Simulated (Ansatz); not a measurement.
# LiCaF3 (Pm-3m) in Ansatz: further runs

One crystal, LiCaF3, is run at these levels: PBE; tasks: band structure.

Everything below comes from runs of Ansatz 0.2.0. Logs are shortened: lines on timing, memory, paths and dates and some standing lists are left out, and cuts for length are marked.

## Step 1: Starting point

The structure is cubic, space group Pm-3m (No. 221). The conventional cell has a = 3.761 Å, b = 3.761 Å, c = 3.761 Å, α = 90.00°, β = 90.00°, γ = 90.00°. Ca (site symmetry m-3m) has 12 F at 2.66 Å as nearest neighbours. F (site symmetry 4/mmm) is surrounded by 2 Li at 1.88 Å. Li (site symmetry m-3m) has 6 F at 1.88 Å as nearest neighbours.

The cell comes from a database or a generator and needn't be the stable form of this composition.

## Step 2: Band structure, PBE

File input.yaml:

```yaml
crystal:
  lattice:
    - [3.761244, 0.0, 0.0]
    - [0.0, 3.761244, 0.0]
    - [0.0, 0.0, 3.761244]
  atoms:
    - { symbol: Ca, position: [0.0, 0.0, 0.0] }
    - { symbol: F, position: [0.5, 0.0, 0.5] }
    - { symbol: F, position: [0.5, 0.5, 0.0] }
    - { symbol: F, position: [0.0, 0.5, 0.5] }
    - { symbol: Li, position: [0.5, 0.5, 0.5] }
hamiltonian:
  xc: pbe
  pseudopotentials: { kind: paw, level: accurate }
kpoints:
  mp_grid: { grid: [7, 7, 7] }
  band_path:
    path:
      - [[0.0, 0.0, 0.0], [0.0, 0.5, 0.0], [0.5, 0.5, 0.0], [0.0, 0.0, 0.0], [0.5, 0.5, 0.5], [0.0, 0.5, 0.0]]
      - [[0.5, 0.5, 0.0], [0.5, 0.5, 0.5]]
    npoints: 14
scf:
  occupations: { method: fermi_dirac, width: 0.05 }
  n_extra_bands: 12
output:
  forces: true
  stress: true
  eigenvalues: true
  fatbands: false
```

Potentials or basis: Ansatz PAW earlier set.

Command:

```console
$ ansatz run input.yaml --threads 2 --pin off --max-ram 5632MiB --backend cpu --events-out ev --progress --plain --runs-dir out
```

The program printed:

```text
Warning: RAYON_NUM_THREADS=2 ignored (pool sized by the plan → 2); use --threads N
scf.n_extra_bands = 12 over 17 filled bands (N_el = 34.0): the run solves 29 bands
Engine: ansatz 0.2.0, x86_64-unknown-linux-gnu
Pseudopotentials: kind: paw, level: accurate
Pseudopotential: Ca, paw, valence charge 10, recommended cutoff 620 eV (high), Ca.paw.azcp
Pseudopotential: F, paw, valence charge 7, recommended cutoff 1300 eV (high), F.paw.azcp
Pseudopotential: Li, paw, valence charge 3, recommended cutoff 780 eV (high), Li.paw.azcp
Functional definition: PBE
  parameter kappa = 0.804
  parameter beta = 0.06672455060314922
  exchange = pbe_x(kappa = kappa, mu = beta*pi^2/3)
  correlation = pbe_c(beta = beta)
Crystal: 5 atoms, lattice volume = 53.210 Å³
Basis set: ecut = 1300 eV, 5695 PW (Γ), exchange–correlation on 120×120×120 points (8 copies of the dense FFT grid, shifted against one another)
Bands: 29, of which v1, the nominal top of the filled ones, is band 17 counted from 1 (16 counted from 0)
Symmetry: 48 space group operations
Space group: Pm-3m (ITA 221), of the structure as read, at distance tolerance 3.8e-5 Å
k-points: 20 of 343
Non-local potential: Ca, projectors of the file, l = 0: 2, l = 1: 2, l = 2: 2, l = 3: 1
Non-local potential: F, projectors of the file, l = 0: 2, l = 1: 2, l = 2: 1
Non-local potential: Li, projectors of the file, l = 0: 2, l = 1: 1, l = 2: 2
PAW form: soft (Blöchl's): semilocal exchange-correlation on the pseudo side does not see the compensation charge
PAW one-centre angular grid: Ca, 194 points (default); XC on 64 Gauss nodes
PAW one-centre angular grid: F, 110 points (default); XC on 64 Gauss nodes
PAW one-centre angular grid: Li, 110 points (default); XC on 64 Gauss nodes
Initial density: superposition of atomic densities (chi_scale 0.1, normalization cell, long waves kept (reshape's long-wave potential 0.01 eV rms))
Initial wavefunctions: pseudopotential atomic-orbital guess
Functional: x = pbe(κ = 0.804, μ = 0.2195149727645171), c = pbe(β = 0.06672455060314922)
SCF iter   1: F=—  HF=-4458.310536 eV  |F-HF|=—  |Δ(HF+E_count)|=         —  Δρ=1.50e-1  dr2=1.15e1  ethr=3.10e-3  ⟨swp⟩=9.2  Hψ=3711  notcnv=0  defer=9
preconditioner: auto → Resta (q_TF=auto, 2.532 Å⁻¹)  ε∞=3.1  [insulator: Δε(μ)=2.028 eV  Ē_g=19.278 eV  σ=0.050 eV  W_gap=1.00  n_scr=18 (ndim 8)  ℏωp=27.9 eV  f_vac=0.000  D(μ)=0.00/eV (n_scr^D=0)  ε∞_Penn≈3.1]
SCF iter   2: F=—  HF=-4455.451908 eV  |F-HF|=—  |Δ(HF+E_count)|=    2.86e0  Δρ=4.36e-2  dr2=1.11e0  ethr=3.10e-3  ⟨swp⟩=3.0  Hψ=1288  notcnv=0  defer=121
SCF iter   3: F=—  HF=-4455.121046 eV  |F-HF|=—  |Δ(HF+E_count)|=   3.31e-1  Δρ=1.43e-2  dr2=1.02e-1  ethr=3.10e-3  ⟨swp⟩=2.7  Hψ=880  notcnv=0  defer=121
SCF iter   4: F=—  HF=-4455.113871 eV  |F-HF|=—  |Δ(HF+E_count)|=   7.18e-3  Δρ=4.38e-3  dr2=7.55e-3  ethr=3.00e-4  ⟨swp⟩=3.0  Hψ=1017  notcnv=0  defer=121
SCF iter   5: F=—  HF=-4455.112414 eV  |F-HF|=—  |Δ(HF+E_count)|=   1.46e-3  Δρ=9.04e-4  dr2=4.94e-4  ethr=2.22e-5  ⟨swp⟩=2.0  Hψ=818  notcnv=0  defer=121
SCF iter   6: F=—  HF=-4455.112372 eV  |F-HF|=—  |Δ(HF+E_count)|=   4.25e-5  Δρ=2.84e-4  dr2=5.35e-5  ethr=1.45e-6  ⟨swp⟩=2.4  Hψ=712  notcnv=0  defer=121
SCF iter   7: F=—  HF=-4455.112317 eV  |F-HF|=—  |Δ(HF+E_count)|=   5.50e-5  Δρ=6.33e-5  dr2=3.91e-6  ethr=1.57e-7  ⟨swp⟩=2.5  Hψ=802  notcnv=0  defer=121
SCF iter   8: F=—  HF=-4455.112315 eV  |F-HF|=—  |Δ(HF+E_count)|=   1.39e-6  Δρ=1.24e-5  dr2=1.16e-7  ethr=1.15e-8  ⟨swp⟩=2.1  Hψ=600  notcnv=0  defer=121
SCF iter   9: F=-4455.112315 eV  HF=-4455.112315 eV  |F-HF|=2.38e-10  |Δ(HF+E_count)|=   4.18e-8  Δρ=9.25e-7  dr2=3.04e-10  ethr=2.94e-10  ⟨swp⟩=10.3  Hψ=3227  notcnv=0
SCF 1 converged in 9 iterations: F = -4455.112315 eV  dr2 = 3.04e-10
NSCF: frozen V_eff on 86 k-points
SCF converged after 9 iterations
Free energy (F): -4455.112315 eV
Harris-Foulkes:  -4455.112315 eV  (|F-HF|=2.38e-10)
Internal energy: -4455.112315 eV  (E = F + TS)
E sigma→0 (E₀):  -4455.112315 eV
Fermi energy:    7.247304 eV
--- Per-component energies (eV) ---
  E_band       = -277.030187
  E_kinetic    = 1381.286966
  E_local      = -3162.676751  (includes V_loc(G=0)·N_el)
  E_nonlocal   = 723.417695
  E_hartree    = 796.044059
  E_xc         = -509.984798
  E_vxc        = -639.311782  (∫ρ·V_xc dr)
  E_paw        = -1381.411473  (= ΣΔE_a)
  E_vpaw       = -171.834379  (= ΣTr[D̂ρ^β])
  E_aug_tail   = 0.000006  (compensation charges beyond the density's cutoff)
  E_ewald      = -2301.788020
  E_smearing   = -0.000000  (= −TS)
  E_closure    = 0.000000  (closes the sum)
  Σ components = -4455.112315   (vs F -4455.112315, Δ=0.00e0)
--- Forces (eV/Å), atoms counted from 1 ---
  atom   1  Ca    -0.00000000     0.00000000     0.00000000
  atom   2  F      0.00000000    -0.00000000    -0.00000000
  atom   3  F      0.00000000     0.00000000     0.00000000
  atom   4  F      0.00000000     0.00000000     0.00000000
  atom   5  Li     0.00000000    -0.00000000     0.00000000
  max |Σ_I F_I| component: 2.62e-28 eV/Å
--- Stress (GPa, compression-positive) ---
       -0.085848       0.000000       0.000000
        0.000000      -0.085848       0.000000
        0.000000       0.000000      -0.085848
  P = ⅓ Tr σ = -0.0858 GPa (-0.858 kbar)
--- Band table (eV; the first three rows and the last of 20) ---
  k-point 0: bands = ["-36.2060", "-33.8665", "-16.3470", "-15.4256", "-15.4256", "-14.7763", "-14.7763", "-14.7763", "1.1791", "1.1791", "1.1791", "3.1215", "3.1215", "3.1215", "3.8228", "3.8228", "3.8228", "10.4233", "10.4233", "10.7963", "12.0084", "12.0084", "12.0084", "21.4538", "21.4538", "21.4538", "22.4781", "22.8743", "22.8743"]
  k-point 1: bands = ["-36.2053", "-33.8649", "-16.3577", "-15.5274", "-15.4219", "-14.7732", "-14.7732", "-14.6827", "1.2238", "1.2238", "1.2776", "3.0151", "3.0571", "3.0571", "3.6357", "3.7659", "3.7659", "10.6265", "10.6316", "11.2080", "12.0345", "12.1458", "12.1458", "20.2387", "21.4289", "21.4289", "22.4675", "23.0031", "23.3338"]
  k-point 2: bands = ["-36.2036", "-33.8612", "-16.3830", "-15.6973", "-15.4135", "-14.7661", "-14.7661", "-14.5300", "1.3346", "1.3346", "1.5335", "2.7916", "2.9070", "2.9070", "3.2157", "3.6382", "3.6382", "11.0744", "11.1114", "12.0942", "12.3357", "12.4564", "12.4564", "18.1847", "21.3614", "21.3614", "22.2638", "23.3791", "23.5378"]
  k-point 19: bands = ["-36.1957", "-33.8426", "-15.8755", "-15.7869", "-15.7869", "-14.8422", "-14.8422", "-14.7923", "1.0426", "1.4259", "1.4838", "1.4838", "3.6885", "3.6885", "3.8740", "3.8740", "3.8931", "11.5031", "11.5380", "11.5380", "12.7327", "12.7327", "16.0194", "18.2112", "18.5476", "18.5476", "20.1588", "20.1588", "20.3376"]
```

Wall time 3.1 s (2 threads of AMD EPYC 9R45 (Zen 5), shared host); peak memory 0.77 GiB.

Results:

| Property | Result |
| --- | --- |
| Free energy | -4455.1123 eV |
| Pressure | -0.1 GPa |
| Band gap on the k mesh | 6.53 eV, indirect (least direct gap 6.60 eV) |
| Band gap along the path | 6.49 eV, indirect (least direct gap 6.60 eV) |

Levels at the corners of the path, in eV from the valence-band top:
```tsv
point	band 13	band 14	band 15	band 16	band 17	band 18	band 19	band 20	band 21	band 22
Γ	-0.81	-0.81	-0.11	-0.11	-0.11	6.49	6.49	6.86	8.07	8.07
X	-1.18	-1.18	-1.18	-0.42	-0.42	7.54	7.65	8.21	8.81	8.81
M	-1.43	-1.39	-1.39	-0.14	-0.06	7.89	8.05	8.78	8.78	9.07
Γ	-0.81	-0.81	-0.11	-0.11	-0.11	6.49	6.49	6.86	8.07	8.07
R	-0.12	-0.12	0.00	0.00	0.00	7.47	7.47	7.47	8.85	8.85
X	-1.18	-1.18	-1.18	-0.42	-0.42	7.54	7.65	8.21	8.81	8.81
M	-1.43	-1.39	-1.39	-0.14	-0.06	7.89	8.05	8.78	8.78	9.07
R	-0.12	-0.12	0.00	0.00	0.00	7.47	7.47	7.47	8.85	8.85
```

## Step 3: Band structure, PBE

Edit input.yaml of step 2 so:

```diff
@@ -13,3 +13,3 @@
   xc: pbe
-  pseudopotentials: { kind: paw, level: accurate }
+  pseudopotentials: { kind: paw, source: jth }
 kpoints:
```

Potentials or basis: JTH PAW.

Command:

```console
$ ansatz run input.yaml --threads 2 --pin off --max-ram 5632MiB --backend cpu --events-out ev --progress --plain --runs-dir out
```

Run time: 3.1 s. Hardware: 2 threads of AMD EPYC 9R45 (Zen 5), shared host; peak memory 0.75 GiB.

Results (log left out):

```
Free energy             : -4454.8278 eV
Pressure                : 0.2 GPa
Band gap on the k mesh  : 6.53 eV, indirect (least direct gap 6.60 eV)
Band gap along the path : 6.49 eV, indirect (least direct gap 6.60 eV)
```

Levels at the corners of the path, in eV from the valence-band top:
```
point  band 15  band 16  band 17  band 18  band 19  band 20
    Γ    -0.11    -0.11    -0.11     6.49     6.49     6.86
    X    -1.17    -0.42    -0.42     7.54     7.64     8.21
    M    -1.39    -0.13    -0.06     7.89     8.05     8.78
    Γ    -0.11    -0.11    -0.11     6.49     6.49     6.86
    R     0.00     0.00     0.00     7.47     7.47     7.47
    X    -1.17    -0.42    -0.42     7.54     7.64     8.21
    M    -1.39    -0.13    -0.06     7.89     8.05     8.78
    R     0.00     0.00     0.00     7.47     7.47     7.47
```
